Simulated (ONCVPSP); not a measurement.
# Cobalt: generating and testing an ONCV potential

Aim: build the potential from the settings below, then test how well it stands in for the atom: other configurations, scattering, ghost states and the plane-wave cutoff that it needs.

Program: ONCVPSP 4.0.1.1 (patched build). Reference atom: PBEsol, scalar-relativistic, spherical and spin-unpolarised. All values are calculated.

### Step 1. Settings

Typed settings, in words:

```
element                 : cobalt (Co, Z = 27)
type                    : optimised norm-conserving Vanderbilt (ONCV)
frozen core             : [Ne]
valence charge          : 17
reference configuration : 3s2 3p6 3d7 4s1 (charge +1)
partial waves           : 3s+4s: rc 1.35 bohr, ncon 4, nbas 8, qcut 11.2 1/bohr, 2 projectors; 3p: rc 0.80 bohr, ncon 3, nbas 8, qcut 11.5 1/bohr, 3 projectors, debl 0.4 Ha; 3d: rc 1.45 bohr, ncon 4, nbas 9, qcut 8.5 1/bohr, 2 projectors, debl 1.2 Ha
local potential         : polynomial inside 0.80 bohr (lpopt 5, dvloc0 1 Ha)
core correction         : not asked for
```

An earlier all-electron run gives the scale for the radii.

All-electron outer shells of the reference configuration (PBEsol, scalar-relativistic, ld1.x):

```tsv
shell	level (eV)	outermost node (bohr)	outermost maximum (bohr)
2p	-778.15	–	0.17
3s	-110.96	0.31	0.67
3p	-74.35	0.28	0.68
3d	-16.99	–	0.66
4s	-12.76	0.96	2.21
4p	-7.42	1.04	2.73
```

### Step 2. The generation run

Co.dat

```
# ATOM AND REFERENCE CONFIGURATION
# atsym  z   nc   nv     iexc    psfile
  Co 27.00    3    4  -116133      upf
#
#   n    l    f
    1    0    2.00
    2    0    2.00
    2    1    6.00
    3    0    2.00
    3    1    6.00
    3    2    7.00
    4    0    1.00
#
# PSEUDOPOTENTIAL AND OPTIMIZATION
# lmax
    2
#
#   l,   rc,      ep,       ncon, nbas, qcut
    0    1.35    0.00    4    8   11.20
    1    0.80    0.00    3    8   11.50
    2    1.45    0.00    4    9    8.50
#
# LOCAL POTENTIAL
# lloc, lpopt,  rc(5),   dvloc0
    4    5    0.80    1.00
#
# VANDERBILT-KLEINMAN-BYLANDER PROJECTORs
# l, nproj, debl
    0    2    3.10
    1    3    0.40
    2    2    1.20
#
# MODEL CORE CHARGE
# icmod, fcfact, rcfact
    0    0.00    0.00
#
# LOG DERIVATIVE ANALYSIS
# epsh1, epsh2, depsh
   -6.00    5.00    0.04
#
# OUTPUT GRID
# rlmax, drl
    6.00    0.01
#
# TEST CONFIGURATIONS
# ncnf
    4
# nvcnf
#   n    l    f
    4
    3    0    2.00
    3    1    6.00
    3    2    7.00
    4    0    2.00
#
    4
    3    0    2.00
    3    1    6.00
    3    2    7.00
    4    0    0.00
#
    4
    3    0    2.00
    3    1    6.00
    3    2    6.00
    4    0    0.00
#
    4
    3    0    2.00
    3    1    6.00
    3    2    7.50
    4    0    1.50
#
```

The run is started by

```
$ oncvpsp.x < Co.dat > Co.out
```

The output, Co.out (without the consistency checks and plot data):

```text
ONCVPSP  (Optimized Norm-Conservinng Vanderbilt PSeudopotential)
scalar-relativistic version 4.0.1.1, modified

#   n    l    f        energy (Ha)
    1    0    2.00    -2.7909027E+02
    2    0    2.00    -3.3322725E+01
    2    1    6.00    -2.8596605E+01
    3    0    2.00    -4.0778358E+00
    3    1    6.00    -2.7323239E+00
    3    2    7.00    -6.2431928E-01
    4    0    1.00    -4.6887389E-01

Reference configufation results
  iterations    31
  all-electron total energy (Ha)   -1.39156955D+03

Begin loop to  construct optimized pseudo wave functions
and semi-local pseudopoentials for all angular momenta

Calculating optimized projector #   1

 for l=   0

    Fraction of norm inside rc  0.958110
    Optimizing pswf for qcut=  11.21 a_B^-1,  ecut=  62.88 Ha
    Residual kinetic energy error=  2.34D-08 Ha

    Energy error per electron        Cutoff
         Ha          eV             Ha
         0.01000     0.27211       24.93
         0.00100     0.02721       35.26
         0.00010     0.00272       43.06
         0.00001     0.00027       49.47

Calculating optimized projector #   2

 for l=   0

    Fraction of norm inside rc  0.058560
    Optimizing pswf for qcut=  11.21 a_B^-1,  ecut=  62.88 Ha
    Residual kinetic energy error=  2.27D-08 Ha

    Energy error per electron        Cutoff
         Ha          eV             Ha
         0.01000     0.27211        9.67
         0.00100     0.02721       30.83
         0.00010     0.00272       40.88
         0.00001     0.00027       48.62

WARNING wellstate: negative energy specified for n= 4 l=  1
WARNING scattering state with energy  0.25000000
WARNING will be used for the first projector

   Wellstate for l =  1  n =  4
     eigenvalue =   0.2500
     asymptotic potential =   0.7500
     half-point radius =  1.9977

   Wellstate for l =  1  n =  5
     eigenvalue =   0.6500
     asymptotic potential =   1.1500
     half-point radius =  4.1989

Calculating optimized projector #   1

 for l=   1

    Fraction of norm inside rc  0.537895
    Optimizing pswf for qcut=  11.52 a_B^-1,  ecut=  66.36 Ha
    Residual kinetic energy error=  1.66D-04 Ha

    Energy error per electron        Cutoff
         Ha          eV             Ha
         0.01000     0.27211       27.29
         0.00100     0.02721       40.82
         0.00010     0.00272       96.51
         0.00001     0.00027      369.87

Calculating optimized projector #   2

 for l=   1

    Fraction of norm inside rc  0.050183
    Optimizing pswf for qcut=  11.52 a_B^-1,  ecut=  66.36 Ha
    Residual kinetic energy error=  3.11D-05 Ha

    Energy error per electron        Cutoff
         Ha          eV             Ha
         0.01000     0.27211       22.27
         0.00100     0.02721       30.17
         0.00010     0.00272       55.50
         0.00001     0.00027      107.95

Calculating optimized projector #   3

 for l=   1

    Fraction of norm inside rc  0.024970
    Optimizing pswf for qcut=  11.52 a_B^-1,  ecut=  66.36 Ha
    Residual kinetic energy error=  1.72D-05 Ha

    Energy error per electron        Cutoff
         Ha          eV             Ha
         0.01000     0.27211       20.27
         0.00100     0.02721       28.22
         0.00010     0.00272       40.16
         0.00001     0.00027       74.39

   Wellstate for l =  2  n =  4
     eigenvalue =   0.5757
     asymptotic potential =   1.0757
     half-point radius =  2.9333

Calculating optimized projector #   1

 for l=   2

    Fraction of norm inside rc  0.801846
    Optimizing pswf for qcut=   8.51 a_B^-1,  ecut=  36.17 Ha
    Residual kinetic energy error=  1.32D-03 Ha

    Energy error per electron        Cutoff
         Ha          eV             Ha
         0.01000     0.27211       30.92
         0.00100     0.02721       39.21
         0.00010     0.00272      138.98
         0.00001     0.00027      181.02

Calculating optimized projector #   2

 for l=   2

    Fraction of norm inside rc  0.111170
    Optimizing pswf for qcut=   8.51 a_B^-1,  ecut=  36.17 Ha
    Residual kinetic energy error=  1.23D-03 Ha

    Energy error per electron        Cutoff
         Ha          eV             Ha
         0.01000     0.27211       30.28
         0.00100     0.02721       36.98
         0.00010     0.00272       78.45
         0.00001     0.00027      164.39

Construct Vanderbilt / Kleinmman-Bylander projectors

B matrix Hermiticity error, ll=   0
   1   2    4.0456E-04

  Orthonormal projector coefficients  1.6482E+01  2.6176E+00

B matrix Hermiticity error, ll=   1
   1   2    4.1155E-04
   1   3   -3.3665E-04
   2   3    1.4502E-05

  Orthonormal projector coefficients -1.1355E+03  8.3129E+00  1.3141E+00

B matrix Hermiticity error, ll=   2
   1   2    1.3437E-04

  Orthonormal projector coefficients -6.2512E+00 -3.8047E+00

Pseudoatom total energy -141.221078

Diagnostic tests using Vanderbilt-Kleinman-Bylander pseudopotentials
  1 or more projectors used as specified by nproj input data

   l    rcore       rmatch      e in        delta e   norm test  slope test

   0   1.3521540   1.3932083  -4.0778358   0.0000057   1.0002007   1.0001835
   0   1.3521540   1.3932083  -0.4688739   0.0000059   1.0000395   1.0000314

   1   0.8035295   0.8279264  -2.7323239   0.0000618   1.0001871   1.0003755
   1   0.8035295   0.8279264   0.2500000   0.0002388   1.0004943   1.0004943
   1   0.8035295   0.8279264   0.6500000   0.0002327   1.0005199   1.0005199

   2   1.4527869   1.4968967  -0.6243193  -0.0000051   1.0001116   1.0001198
   2   1.4527869   1.4968967   0.5756807   0.0000063   1.0002358   1.0002358

 Testing for bound ghosts
   n   l    E NL Schr. Eq   E Basis Diag.   E Cutoff

   1   0       -4.077830       -4.077829    144.58
   2   0       -0.468868       -0.376544    144.58

       1                     -712.219211    610.67  WARNING - GHOST(-)
   2   1       -2.732262       -2.723732    610.67

   3   2       -0.624324       -0.622690    210.11

 Testing for highly-localized positive-energy ghosts
       l    <radius>/rc     E Basis Diag.   E Cutoff

Test configuration 0

   n   l     f        eae           eps        diff
   1   0  2.0000 -279.09026526
   2   0  2.0000  -33.32272460
   2   1  6.0000  -28.59660549
   3   0  2.0000   -4.07783580   -4.07783010    5.70D-06
   3   1  6.0000   -2.73232393   -2.73226217    6.18D-05
   3   2  7.0000   -0.62431928   -0.62432442   -5.14D-06
   4   0  1.0000   -0.46887389   -0.46886803    5.86D-06

    Total energies and differences
      AE_ref= -1.39156955D+03  AE_tst= -1.39156955D+03  dif=  0.00D+00
      PS_ref= -1.41221078D+02  PS_tst= -1.41221078D+02  dif=  3.13D-13
      PSP excitation error= -3.13D-13

Test configuration 1

   n   l     f        eae           eps        diff
   1   0  2.0000 -278.76397181
   2   0  2.0000  -33.00363803
   2   1  6.0000  -28.27691133
   3   0  2.0000   -3.75348965   -3.75300539    4.84D-04
   3   1  6.0000   -2.40746673   -2.40714509    3.22D-04
   3   2  7.0000   -0.30244096   -0.30180719    6.34D-04
   4   0  2.0000   -0.20173199   -0.20185005   -1.18D-04

    Total energies and differences
      AE_ref= -1.39156955D+03  AE_tst= -1.39190198D+03  dif= -3.32D-01
      PS_ref= -1.41221078D+02  PS_tst= -1.41553613D+02  dif= -3.33D-01
      PSP excitation error=  1.04D-04

Test configuration 2

   n   l     f        eae           eps        diff
   1   0  2.0000 -279.46978424
   2   0  2.0000  -33.69111342
   2   1  6.0000  -28.96592460
   3   0  2.0000   -4.45274465   -4.45370090   -9.56D-04
   3   1  6.0000   -3.10755214   -3.10809597   -5.44D-04
   3   2  7.0000   -0.99352301   -0.99456690   -1.04D-03

    Total energies and differences
      AE_ref= -1.39156955D+03  AE_tst= -1.39095592D+03  dif=  6.14D-01
      PS_ref= -1.41221078D+02  PS_tst= -1.40607536D+02  dif=  6.14D-01
      PSP excitation error=  8.58D-05

Test configuration 3

   n   l     f        eae           eps        diff
   1   0  2.0000 -280.20169538
   2   0  2.0000  -34.44499710
   2   1  6.0000  -29.71778738
   3   0  2.0000   -5.16071009   -5.15894075    1.77D-03
   3   1  6.0000   -3.80682645   -3.80483808    1.99D-03
   3   2  6.0000   -1.65852407   -1.65192280    6.60D-03

    Total energies and differences
      AE_ref= -1.39156955D+03  AE_tst= -1.38963893D+03  dif=  1.93D+00
      PS_ref= -1.41221078D+02  PS_tst= -1.39292351D+02  dif=  1.93D+00
      PSP excitation error=  1.90D-03

Test configuration 4

   n   l     f        eae           eps        diff
   1   0  2.0000 -278.66909452
   2   0  2.0000  -32.89693092
   2   1  6.0000  -28.17134545
   3   0  2.0000   -3.65818957   -3.65827019   -8.06D-05
   3   1  6.0000   -2.31489876   -2.31476043    1.38D-04
   3   2  7.5000   -0.22307412   -0.22359339   -5.19D-04
   4   0  1.5000   -0.18026508   -0.18007372    1.91D-04

    Total energies and differences
      AE_ref= -1.39156955D+03  AE_tst= -1.39193744D+03  dif= -3.68D-01
      PS_ref= -1.41221078D+02  PS_tst= -1.41589097D+02  dif= -3.68D-01
      PSP excitation error=  1.28D-04
```

Wall time 7 s (1 thread of Neoverse-N1, shared host).

The projector energies used in the p channel were -2.732, 0.250, 0.650 Ha; the program set a typed value aside.

All-electron and pseudo partial waves u(r) = r·R(r), from the program's wave files:

| r (bohr) | 3s AE | 3s PS |
| --- | --- | --- |
| 0.072 | 0.0141 | 0.1673 |
| 0.145 | -0.6200 | 0.3375 |
| 0.217 | -0.5856 | 0.5047 |
| 0.290 | -0.1625 | 0.6698 |
| 0.362 | 0.3335 | 0.8219 |
| 0.435 | 0.7570 | 0.9567 |
| 0.507 | 1.0457 | 1.0622 |
| 0.580 | 1.2089 | 1.1339 |
| 0.652 | 1.2669 | 1.1662 |
| 0.725 | 1.2506 | 1.1599 |
| 0.798 | 1.1852 | 1.1187 |
| 0.870 | 1.0925 | 1.0504 |
| 0.942 | 0.9863 | 0.9632 |
| 1.015 | 0.8751 | 0.8644 |
| 1.088 | 0.7668 | 0.7627 |
| 1.160 | 0.6667 | 0.6654 |
| 1.232 | 0.5751 | 0.5749 |
| 1.305 | 0.4920 | 0.4919 |
| 1.378 | 0.4186 | 0.4185 |
| 1.450 | 0.3555 | 0.3554 |
| 1.522 | 0.3007 | 0.3007 |
| 1.595 | 0.2530 | 0.2530 |
| 1.668 | 0.2123 | 0.2122 |
| 1.740 | 0.1781 | 0.1781 |
| 1.812 | 0.1492 | 0.1491 |
| 1.885 | 0.1244 | 0.1244 |

### Step 3. The configuration tests of the same run

Energies count from the reference configuration 3s2 3p6 3d7 4s1; the error is all-electron less pseudo.

```csv
valence configuration,charge,ΔE all-electron (eV),error AE − PS (meV)
3s2 3p6 3d7 4s2,0,-9.046,+2.8
3s2 3p6 3d7 4s0,+2,16.698,+2.3
3s2 3p6 3d6 4s0,+3,52.535,+52
3s2 3p6 3d7.5 4s1.5,0,-10.011,+3.5
```

### Step 4. Scattering by logarithmic derivatives

Taken from the files of the generation run. The phase is arctan(r·R′/R) of the radial function R, unwrapped, with energies in Ha. A pole is an energy at which the radial function vanishes at the test radius. The pseudo phase is shifted by a multiple of π to meet the all-electron one at the reference energy. Levels narrower than the energy grid can be missing from the poles. The last column is the largest difference on the grid between −0.5 and +0.5 Ha.

```tsv
channel	radius (bohr)	reference (Ha)	poles AE	poles PS	window around the reference with phases within 0.05 rad (Ha)	largest difference near zero (rad)
s	1.37	-0.47	-3.60	-3.60	the whole range	0.000
p	0.81	-2.73	4.52	4.52	the whole range	0.000
d	1.47	-0.62	-0.00	-0.00	the whole range	0.000
```

Phases (rad) along the scan:

| E (Ha) | s AE | s PS | d AE | d PS |
| --- | --- | --- | --- | --- |
| -5.96 | 1.107 | 1.107 | 1.317 | 1.317 |
| -5.40 | 0.938 | 0.938 | 1.300 | 1.299 |
| -4.84 | 0.330 | 0.330 | 1.278 | 1.278 |
| -4.28 | -1.106 | -1.106 | 1.250 | 1.250 |
| -3.72 | -1.530 | -1.530 | 1.214 | 1.213 |
| -3.16 | -1.680 | -1.680 | 1.161 | 1.160 |
| -2.60 | -1.771 | -1.771 | 1.077 | 1.077 |
| -2.04 | -1.848 | -1.848 | 0.919 | 0.919 |
| -1.48 | -1.929 | -1.929 | 0.503 | 0.502 |
| -0.92 | -2.030 | -2.030 | -0.669 | -0.669 |
| -0.36 | -2.173 | -2.173 | -1.385 | -1.385 |
| 0.20 | -2.401 | -2.401 | -1.646 | -1.646 |
| 0.76 | -2.785 | -2.785 | -1.818 | -1.818 |
| 1.32 | -3.331 | -3.332 | -2.006 | -2.006 |
| 1.88 | -3.814 | -3.815 | -2.313 | -2.314 |
| 2.44 | -4.112 | -4.114 | -2.928 | -2.934 |
| 3.00 | -4.288 | -4.289 | -3.710 | -3.717 |
| 3.56 | -4.399 | -4.400 | -4.143 | -4.148 |
| 4.12 | -4.474 | -4.476 | -4.349 | -4.353 |
| 4.68 | -4.530 | -4.532 | -4.465 | -4.468 |

### Step 5. Plane-wave cutoff and ghosts

Read off the output, the cutoffs (Ha) at which the residual kinetic energy of the hardest occupied pseudo-wave falls to 1 and 0.1 mHa per electron: 41 Ha and 139 Ha.

The program's own ghost test: GHOST(-) flagged for p at -19380.5 eV; no localised positive-energy state flagged.

Cutoff (Ha) at which the first wave of each channel reaches a given error (Ha per electron):

| error | s | p | d |
| --- | --- | --- | --- |
| 1.0e-02 | 24.9 | 27.3 | 30.9 |
| 3.2e-03 | 30.5 | 31.0 | 34.0 |
| 1.0e-03 | 35.3 | 40.8 | 39.2 |
| 3.2e-04 | 39.4 | 59.6 | 94.4 |
| 1.0e-04 | 43.1 | 96.5 | 139.0 |
| 3.2e-05 | 46.4 | 305.0 | 150.6 |
| 1.0e-05 | 49.5 | 369.9 | 181.0 |

### Step 6. Summary of results

```
                                                quantity                         value
  cutoffs for 1 and 0.1 mHa per electron, occupied waves              41 Ha and 139 Ha
                                            bound ghosts             p at -19380.47 eV
                                          GHOST(+) flags            none at low energy
                            largest test error (AE − PS)  +52 meV, for 3s2 3p6 3d6 4s0
largest phase difference near zero energy, channels read                     0.000 rad
                 projector energies reset by the program    p: -2.732, 0.250, 0.650 Ha
```

It has a bound ghost (p), a state that the atom doesn't have, and that rules the file out. The worst unpolarised test, 3s2 3p6 3d6 4s0, is off by 52 meV on 52.5 eV; by total energies transferability rates as fair. That test lies far up in energy; among those under 40 eV, nearer to bonding, the largest error is 3.5 meV. The potential is hard: the looser tolerance needs 41 Ha. The tighter tolerance needs 139 Ha, and converged work needs a cutoff nearer that. Near zero energy the phases of the channels with partial waves agree within 0.001 rad.
